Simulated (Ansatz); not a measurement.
# CH5NOSi: basis-set convergence

The task here is to estimate one member of a computed series from the others.

Method: one geometry, several basis sets; program: Ansatz 0.2.0, Gaussian basis.

The runs, in order: PBE0-D4/def2-SVP; ωB97M-V/def2-SVP; PBE0-D4/def2-QZVPP; ωB97M-V/def2-QZVPP; the functionals' def2-TZVPP values are taken from earlier runs.

**The relaxed structure**

An earlier PBE0-D4 in a triple-zeta def2 set relaxation fixed the geometry.

SMILES `CO[Si]N`, 9 atoms, charge 0, spin multiplicity 1.

Atoms are counted from 1 here; the program's logs count them from 0.

Bond lengths: C1–O2 1.408 Å, C1–H5 1.093 Å, C1–H6 1.097 Å, C1–H7 1.093 Å, O2–Si3 1.660 Å, Si3–N4 1.705 Å, N4–H8 1.007 Å, N4–H9 1.010 Å. Angles: O2–C1–H5 109.6°, O2–C1–H6 112.1°, O2–C1–H7 109.6°, H5–C1–H6 108.4°, H5–C1–H7 108.5°, H6–C1–H7 108.4°, C1–O2–Si3 122.8°, O2–Si3–N4 97.4°, Si3–N4–H8 122.1°, Si3–N4–H9 124.6°, H8–N4–H9 113.2°.

The first run:

in.yaml

```yaml
crystal:
  periodic: [false, false, false]
  atoms:
    - {symbol: C, position_ang: [-0.039754, 0.509975, -1.632099]}
    - {symbol: O, position_ang: [0.194524, 0.268279, -0.265428]}
    - {symbol: Si, position_ang: [-0.650007, -0.865998, 0.604230]}
    - {symbol: N, position_ang: [0.126860, -0.617412, 2.101208]}
    - {symbol: H, position_ang: [-0.333492, 1.553216, -1.775211]}
    - {symbol: H, position_ang: [-0.832710, -0.132463, -2.035414]}
    - {symbol: H, position_ang: [0.876383, 0.326266, -2.199606]}
    - {symbol: H, position_ang: [-0.116784, -1.142713, 2.924571]}
    - {symbol: H, position_ang: [0.863479, 0.054350, 2.260648]}
basis:
  gaussian: {orbitals: def2-SVP}
hamiltonian: {xc: pbe0, dispersion: d4}
output: {orbitals: {seedname: orbitals}}
```

Run with:

```console
ansatz run in.yaml --threads 4 --pin off --events-out ev --progress --plain --max-ram 10444MiB
```

Among the steps run: PBE0-D4 in def2-SVP; ωB97M-V in def2-SVP; PBE0-D4 in def2-QZVPP; ωB97M-V in def2-QZVPP.

One table of the session follows, with a row left open; its other results are not shown here.

It belongs to the step «Density functionals: the series». 

| functional | basis | HOMO (eV) |
| --- | --- | --- |
| PBE0-D4 | def2-SVP | -6.39 |
| PBE0-D4 | def2-TZVPP | -6.53 |
| PBE0-D4 | def2-QZVPP | -6.59 |
| ωB97M-V | def2-SVP | ? |
| ωB97M-V | def2-TZVPP | -8.69 |
| ωB97M-V | def2-QZVPP | -8.75 |

**Question.** Estimate the row for ωB97M-V, def2-SVP.

The run gave: HOMO (eV): -8.52. In the column «HOMO (eV)» it lies between ωB97M-V, def2-TZVPP (-8.69) and PBE0-D4, def2-QZVPP (-6.59).
